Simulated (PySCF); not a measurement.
# C₅H₂FN₂−: NMR shifts and spin-spin couplings

What NMR shifts and spin-spin couplings should C₅H₂FN₂− (`N#Cc1cc[n-]c1F`) show?

Programs: PySCF 2.14.0, with density-fitted response routines of our own. Each step states its level of theory. These are calculated values for one molecule in the gas phase, unless marked as measured. Atoms count from 0, in the outputs and in this text.

### Step 1. The molecule as given

10 atoms, charge -1, multiplicity 1; geometry from: GFN2-xTB.

Bonds of the start (Å): N0–C1 1.16, C1–C2 1.38, C2–C3 1.42, C3–C4 1.37, C4–N5 1.36, N5–C6 1.32, C6–F7 1.36, C6–C2 1.40, C3–H8 1.08, C4–H9 1.08.

### Step 2. NMR shieldings: PBE0/pcSseg-1

What the job is given:

```
{"job": {"kind": "nmr", "xc": "PBE0", "basis": "pcSseg-1"}, "charge": -1, "multiplicity": 1}
N      3.088457    -0.571702     0.435401
C      1.969508    -0.330595     0.259391
C      0.632252    -0.056144     0.058070
C     -0.487359    -0.895084     0.328324
C     -1.594905    -0.172816    -0.033903
N     -1.276331     1.060812    -0.514972
C      0.039981     1.109061    -0.452169
F      0.715794     2.221404    -0.861080
H     -0.447616    -1.891938     0.735689
H     -2.630899    -0.468343     0.022722
```

With the program's defaults for keys left out, this is: GIAO PBE0/pcSseg-1 NMR shielding, non-relativistic, gas phase.

Log:

```text
coarse grid: 9880 points
cycle   1  E = -400.4800795178  dE =  1.503e+00  |g| = 6.537e-01  |ddm| = 3.408e+00
cycle   2  E = -400.3485099150  dE =  1.316e-01  |g| = 1.056e+00  |ddm| = 1.763e+00
cycle   3  E = -400.5620779380  dE = -2.136e-01  |g| = 2.289e-01  |ddm| = 1.136e+00
cycle   4  E = -400.5733071575  dE = -1.123e-02  |g| = 6.677e-02  |ddm| = 2.459e-01
cycle   5  E = -400.5741312998  dE = -8.241e-04  |g| = 2.457e-02  |ddm| = 7.963e-02
cycle   6  E = -400.5742663163  dE = -1.350e-04  |g| = 5.625e-03  |ddm| = 2.716e-02
cycle   7  E = -400.5742720767  dE = -5.760e-06  |g| = 2.138e-03  |ddm| = 6.031e-03
final grid: 100376 points
cycle   8  E = -400.6261545303  dE = -2.798e-05  |g| = 5.651e-03  |ddm| = 3.183e-02
cycle   9  E = -400.6261498493  dE =  4.681e-06  |g| = 7.545e-03  |ddm| = 1.313e-02
cycle  10  E = -400.6261619803  dE = -1.213e-05  |g| = 1.081e-03  |ddm| = 7.264e-03
cycle  11  E = -400.6261621933  dE = -2.130e-07  |g| = 3.488e-04  |ddm| = 1.336e-03
cycle  12  E = -400.6261622153  dE = -2.198e-08  |g| = 1.766e-04  |ddm| = 4.837e-04
cycle  13  E = -400.6261622215  dE = -6.162e-09  |g| = 5.050e-05  |ddm| = 1.868e-04
cycle  14  E = -400.6261622219  dE = -4.850e-10  |g| = 2.124e-05  |ddm| = 6.509e-05
converged SCF energy = -400.6261622219

GIAO shielding tensors (ppm)
atom      isotropic    diamagn.    paramagn.     s11        s22        s33       span
  0 N      -25.213     345.181    -370.394   -194.586    -82.617    201.565    396.150
  1 C       58.950     255.857    -196.906    -59.285    -47.695    283.831    343.116
  2 C      120.673     260.231    -139.558     86.904    112.510    162.604     75.699
  3 C       77.440     249.268    -171.828     -1.582     87.300    146.602    148.185
  4 C       66.628     251.647    -185.018     -6.446     73.592    132.739    139.185
  5 N       -6.811     335.728    -342.539   -209.452    -19.585    208.605    418.058
  6 C       16.154     246.090    -229.935    -50.285     47.202     51.546    101.831
  7 F      302.588     473.062    -170.473    189.751    355.235    362.779    173.028
  8 H       25.901      32.655      -6.754     24.191     26.285     27.228      3.037
  9 H       25.790      31.374      -5.584     22.878     25.314     29.179      6.302
```

It took 14 s on 1 thread, shared host.

The references, computed at this level on geometries of the same kind, shield at (ppm): 1H TMS 31.72, 13C TMS 186.9, 19F CFCl3 170.9, 15N NH3 267.7. Their shielding less the atom's gives the shift. The references are single molecules in the gas phase, so shifts against H2O, NH3, PH3, H3PO4 or CFCl3 are not on the usual liquid scales and can be off by tens of ppm.

| atoms | environment | σ (ppm) | δ (ppm) |
| --- | --- | --- | --- |
| C6 | aromatic carbon bearing fluorine | 16.2 | 170.8 |
| C1 | nitrile carbon | 59.0 | 128.0 |
| C4 | aromatic CH next to a ring nitrogen | 66.6 | 120.3 |
| C3 | aromatic CH | 77.4 | 109.5 |
| C2 | substituted aromatic carbon | 120.7 | 66.3 |
| H9 | hydrogen on an aromatic CH next to a ring nitrogen | 25.79 | 5.93 |
| H8 | hydrogen on an aromatic CH | 25.90 | 5.82 |
| N0 | nitrile nitrogen | -25.2 | 292.9 |
| N5 | pyridine-type nitrogen of an azole | -6.8 | 274.5 |
| F7 | aryl fluorine | 302.6 | -131.6 |

The run also stored atomic charges by several schemes (e):

| atoms | Mulliken | IAO | Hirshfeld | ESP fit |
| --- | --- | --- | --- | --- |
| N0 | -0.36 | -0.38 | -0.34 | -0.63 |
| C1 | 0.12 | 0.15 | 0.03 | 0.46 |
| C2 | -0.38 | -0.24 | -0.11 | -0.27 |
| C3 | -0.15 | -0.26 | -0.15 | -0.49 |
| C4 | 0.04 | -0.13 | -0.10 | 0.03 |
| N5 | -0.48 | -0.41 | -0.29 | -0.62 |
| C6 | 0.47 | 0.33 | 0.06 | 0.51 |
| F7 | -0.31 | -0.30 | -0.14 | -0.28 |

Mayer bond orders: N0–C1 3.03, C1–C2 1.06, C2–C3 1.22, C3–C4 1.53, C4–N5 1.32, N5–C6 1.60, C6–F7 0.96, C6–C2 1.31.

Ring of atoms C2, C3, C4, N5, C6: NICS(0) -14.3, NICS(1) -10.9, NICS(1)zz -26.8 ppm (means of both faces).

### Step 3. J couplings: B3LYP/pcJ-1

The job, as its differences from that of step 2:

```diff
@@ -1,2 +1,2 @@
-{"job": {"kind": "nmr", "xc": "PBE0", "basis": "pcSseg-1"}, "charge": -1, "multiplicity": 1}
+{"job": {"kind": "j", "xc": "B3LYP", "basis": "pcJ-1"}, "charge": -1, "multiplicity": 1}
 N      3.088457    -0.571702     0.435401
```

Level: B3LYP/pcJ-1 indirect spin-spin coupling, non-relativistic, gas phase.

Log:

```text
coarse grid: 9880 points
cycle   1  E = -400.9410869058  dE =  1.420e+00  |g| = 7.171e-01  |ddm| = 3.409e+00
cycle   2  E = -400.7567076588  dE =  1.844e-01  |g| = 1.212e+00  |ddm| = 1.800e+00
cycle   3  E = -401.0321722547  dE = -2.755e-01  |g| = 2.761e-01  |ddm| = 1.161e+00
cycle   4  E = -401.0479976229  dE = -1.583e-02  |g| = 8.913e-02  |ddm| = 2.707e-01
cycle   5  E = -401.0494170003  dE = -1.419e-03  |g| = 3.434e-02  |ddm| = 9.317e-02
cycle   6  E = -401.0496749455  dE = -2.579e-04  |g| = 7.441e-03  |ddm| = 3.298e-02
cycle   7  E = -401.0496844507  dE = -9.505e-06  |g| = 3.050e-03  |ddm| = 7.677e-03
final grid: 100376 points
cycle   8  E = -401.1158377816  dE = -1.240e-04  |g| = 6.003e-03  |ddm| = 1.816e-02
cycle   9  E = -401.1158221087  dE =  1.567e-05  |g| = 9.924e-03  |ddm| = 1.314e-02
cycle  10  E = -401.1158446661  dE = -2.256e-05  |g| = 1.355e-03  |ddm| = 9.328e-03
cycle  11  E = -401.1158449353  dE = -2.691e-07  |g| = 8.977e-04  |ddm| = 1.957e-03
cycle  12  E = -401.1158450887  dE = -1.534e-07  |g| = 2.030e-04  |ddm| = 7.869e-04
cycle  13  E = -401.1158450961  dE = -7.448e-09  |g| = 8.139e-05  |ddm| = 1.971e-04
cycle  14  E = -401.1158450975  dE = -1.368e-09  |g| = 1.523e-05  |ddm| = 7.470e-05
cycle  15  E = -401.1158450975  dE = -3.308e-11  |g| = 5.351e-06  |ddm| = 1.330e-05
converged SCF energy = -401.1158450975

Indirect spin-spin couplings (Hz)
  i      j    bonds     total        FC       PSO       DSO        SD
  0 N    1 C    1    -23.640   -18.915     0.857    -0.015    -5.567
  0 N    2 C    2      2.171     1.272     0.704     0.059     0.136
  0 N    3 C    3     -0.321    -0.563     0.188     0.031     0.023
  0 N    4 C    4     -0.828    -0.150    -0.401     0.035    -0.313
  0 N    5 N    4      0.155    -0.021     0.102    -0.015     0.090
  0 N    6 C    3     -0.682    -0.725     0.327     0.026    -0.309
  0 N    7 F    4      0.434    -0.175     1.347     0.062    -0.799
  0 N    8 H    4      0.171     0.087     0.022     0.077    -0.016
  1 C    2 C    1    106.708   109.419    -3.037     0.325         -
  1 C    3 C    2      4.616     4.492     0.110     0.013         -
  1 C    4 C    3      7.280     7.105     0.242    -0.067         -
  1 C    5 N    3     -0.216     0.018    -0.206     0.033    -0.061
  1 C    6 C    2      2.839     2.595     0.199     0.046         -
  1 C    7 F    3     -6.120    -5.247    -0.741     0.078    -0.209
  1 C    8 H    3      1.860     1.800     0.017     0.044         -
  1 C    9 H    4      1.128     1.076     0.391    -0.339         -
  2 C    3 C    1     67.822    72.020    -4.505     0.307         -
  2 C    4 C    2      5.096     5.112    -0.056     0.041         -
  2 C    5 N    2     -0.094    -0.420     0.393     0.003    -0.071
  2 C    6 C    1     91.107    95.789    -5.082     0.400         -
  2 C    7 F    2     24.491    38.757   -16.634    -0.073     2.441
  2 C    8 H    2      6.135     6.831    -0.453    -0.244         -
  2 C    9 H    3      5.107     5.263     0.359    -0.516         -
  3 C    4 C    1     66.839    73.961    -7.381     0.259         -
  3 C    5 N    2      0.977     0.519     0.495     0.013    -0.049
  3 C    6 C    2     16.299    15.634     0.594     0.071         -
  3 C    7 F    3     -3.727    -1.752    -2.843    -0.390     1.258
  3 C    8 H    1    166.343   164.530     0.849     0.965         -
  3 C    9 H    2     12.967    14.130    -0.721    -0.442         -
  4 C    5 N    1     -0.492    -4.244     4.107    -0.098    -0.256
  4 C    6 C    2     10.566     9.543     0.976     0.047         -
  4 C    7 F    3     17.902    23.831    -4.540    -0.443    -0.946
  4 C    8 H    2      5.082     6.365    -0.876    -0.408         -
  4 C    9 H    1    177.263   175.579     0.664     1.020         -
  5 N    6 C    1     -8.786   -13.297     5.589    -0.126    -0.951
  5 N    7 F    2    -39.852   -49.347    11.176     0.063    -1.744
  5 N    8 H    3     -0.565    -0.831     0.007     0.246     0.013
  5 N    9 H    2    -12.142   -12.822     0.559     0.125    -0.005
  6 C    7 F    1   -287.782  -298.785     2.759     1.025     7.219
  6 C    8 H    3      9.712     9.700     0.471    -0.459         -
  6 C    9 H    3     16.449    16.379     0.629    -0.558         -
  7 F    8 H    4     -0.323     0.740     0.452    -1.660     0.144
  7 F    9 H    4     -1.031     0.550     0.123    -1.710     0.006
  8 H    9 H    3      2.919     3.195     0.781    -1.058         -
```

Wall time 42 s (1 thread, shared host).

Couplings of 1 Hz or more, nine at most for each number of bonds (isotopes 13C, 19F, 1H, 15N):

| pair | bonds | J (Hz) | Fermi contact (Hz) | dihedral (°) |
| --- | --- | --- | --- | --- |
| C6–F7 | 1 | -287.8 | -298.8 | – |
| C4–H9 | 1 | 177.3 | 175.6 | – |
| C3–H8 | 1 | 166.3 | 164.5 | – |
| C1–C2 | 1 | 106.7 | 109.4 | – |
| C2–C6 | 1 | 91.1 | 95.8 | – |
| C2–C3 | 1 | 67.8 | 72.0 | – |
| C3–C4 | 1 | 66.8 | 74.0 | – |
| N0–C1 | 1 | -23.6 | -18.9 | – |
| N5–C6 | 1 | -8.8 | -13.3 | – |
| N5–F7 | 2 | -39.9 | -49.3 | – |
| C2–F7 | 2 | 24.5 | 38.8 | – |
| C3–C6 | 2 | 16.3 | 15.6 | – |
| C3–H9 | 2 | 13.0 | 14.1 | – |
| N5–H9 | 2 | -12.1 | -12.8 | – |
| C4–C6 | 2 | 10.6 | 9.5 | – |
| C2–H8 | 2 | 6.1 | 6.8 | – |
| C2–C4 | 2 | 5.1 | 5.1 | – |
| C4–H8 | 2 | 5.1 | 6.4 | – |
| C4–F7 | 3 | 17.9 | 23.8 | -180 |
| C6–H9 | 3 | 16.4 | 16.4 | 180 |
| C6–H8 | 3 | 9.7 | 9.7 | -180 |
| C1–C4 | 3 | 7.3 | 7.1 | 180 |
| C1–F7 | 3 | -6.1 | -5.2 | 0 |
| C2–H9 | 3 | 5.1 | 5.3 | -180 |
| C3–F7 | 3 | -3.7 | -1.8 | 180 |
| H8–H9 | 3 | 2.9 | 3.2 | 0 |
| C1–H8 | 3 | 1.9 | 1.8 | 0 |
| C1–H9 | 4 | 1.1 | 1.1 | – |
| F7–H9 | 4 | -1.0 | 0.6 | – |

The spin-dipole term was solved for some atoms only; pairs without it lack that part.

Quadrupole couplings from the field gradients of the same density:

| atom | isotope | eQq/h (MHz) | η |
| --- | --- | --- | --- |
| N5 | 14N | -3.856 | 0.23 |
| N0 | 14N | -3.734 | 0.57 |

Joined with the shifts from before (PBE0/pcSseg-1, unscaled), the couplings predict the line list below for 400 MHz.

1H NMR δ 5.93 (dd, J = 2.9, 1.0 Hz, 1H), 5.82 (d, J = 2.9 Hz, 1H).

### Step 4. Results

```
                                   quantity                                 value
     13C shifts against TMS (PBE0/pcSseg-1)  170.8, 128.0, 120.3, 109.5, 66.3 ppm
      1H shifts against TMS (PBE0/pcSseg-1)                        5.93, 5.82 ppm
     15N shifts against NH3 (PBE0/pcSseg-1)                      292.9, 274.5 ppm
   19F shifts against CFCl3 (PBE0/pcSseg-1)                            -131.6 ppm
largest coupling of the table (B3LYP/pcJ-1)              1J(C,F) C6–F7, -287.8 Hz
```

In words: At PBE0/pcSseg-1: Shielding is most anisotropic at N5 (span 418 ppm, paramagnetic term -343 ppm). NICS(1)zz of -27 ppm above the planar ring from C2 marks a diatropic (aromatic) ring current. Of the pairs tabulated at B3LYP/pcJ-1, C6–F7 couples most strongly (-287.8 Hz; Fermi contact -298.8 Hz).
